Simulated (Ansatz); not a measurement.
Task: a rigid torsion scan of CH7ClGeSi, SMILES [SiH3][CH](Cl)[GeH3], with Ansatz 0.2.0, Python API. Give the script and its output. Settings (for the species named): CAM-B3LYP, def2-SVP basis, multiplicity 1.

```
atom    x (Å)    y (Å)    z (Å)
  Si  -0.1885   1.5043   0.1319
   C  -0.2247  -0.0893  -0.7802
  Cl   0.9462  -0.0296  -2.1038
  Ge   0.3184  -1.4954   0.4615
   H   1.0965   1.8044   0.6689
   H  -0.5902   2.6377  -0.8228
   H  -1.2034   1.5043   1.2073
   H  -1.1874  -0.2665  -1.2122
   H   1.6525  -1.2124   1.1026
   H   0.2588  -2.8615  -0.2605
   H  -0.8128  -1.5527   1.6281
```

The script, `ch7clgesi_torsion.py`:
```python
'''Energy of CH7ClGeSi as one group turns about a bond.'''

import ansatz as az
from ase import Atoms

atoms = Atoms(['Si', 'C', 'Cl', 'Ge', 'H', 'H', 'H', 'H', 'H', 'H', 'H'], positions=[
    (-0.1885, 1.5043, 0.1319),
    (-0.2247, -0.0893, -0.7802),
    (0.9462, -0.0296, -2.1038),
    (0.3184, -1.4954, 0.4615),
    (1.0965, 1.8044, 0.6689),
    (-0.5902, 2.6377, -0.8228),
    (-1.2034, 1.5043, 1.2073),
    (-1.1874, -0.2665, -1.2122),
    (1.6525, -1.2124, 1.1026),
    (0.2588, -2.8615, -0.2605),
    (-0.8128, -1.5527, 1.6281),
])

# relax first, so that the scan starts from a minimum
first = (
    az.Crystal.molecule_from_ase(atoms).calculation()
    .basis(gaussian='def2-SVP')
    .functional('CAM-B3LYP')
    .relax(force_tolerance=0.02, max_steps=80)
)
atoms.positions = first.run(threads=1).report['positions_ang']

start = atoms.get_dihedral(2, 1, 0, 4)
energies = {}
for turn in range(0, 121, 20):
    turned = atoms.copy()
    turned.set_dihedral(2, 1, 0, 4, start + turn, indices=[0, 4, 5, 6])
    model = az.Crystal.molecule_from_ase(turned).calculation()
    model = model.basis(gaussian='def2-SVP').functional('CAM-B3LYP')
    energies[round((start + turn) % 360)] = model.run(threads=1).report['free_energy_ev']
floor = min(energies.values())
print('dihedral Cl2-C1-Si0-H4 (deg)   E - E(min) (kcal/mol)')
for angle, e in sorted(energies.items()):
    print(f'{angle:8d} {23.060548 * (e - floor):14.3f}  ' + '#' * int(30 * (e - floor) / max(max(energies.values()) - floor, 1e-9)))
```

`python ch7clgesi_torsion.py` gives:
```text
dihedral Cl2-C1-Si0-H4 (deg)   E - E(min) (kcal/mol)
      17          2.234  ######################
      37          0.748  #######
      57          0.038
     297          0.000
     317          0.744  #######
     337          2.242  ######################
     357          3.007  ##############################
```

The scan is rigid and the energies are electronic, in a modest basis. With rigid groups the curve can differ much from the relaxed path, the start wasn't checked as a minimum of this torsion, and equivalent turns needn't return to the same energy. The whole script took 110 s on 1 thread of Arm Neoverse V1, with other jobs on the host, peak memory 0.45 GiB.
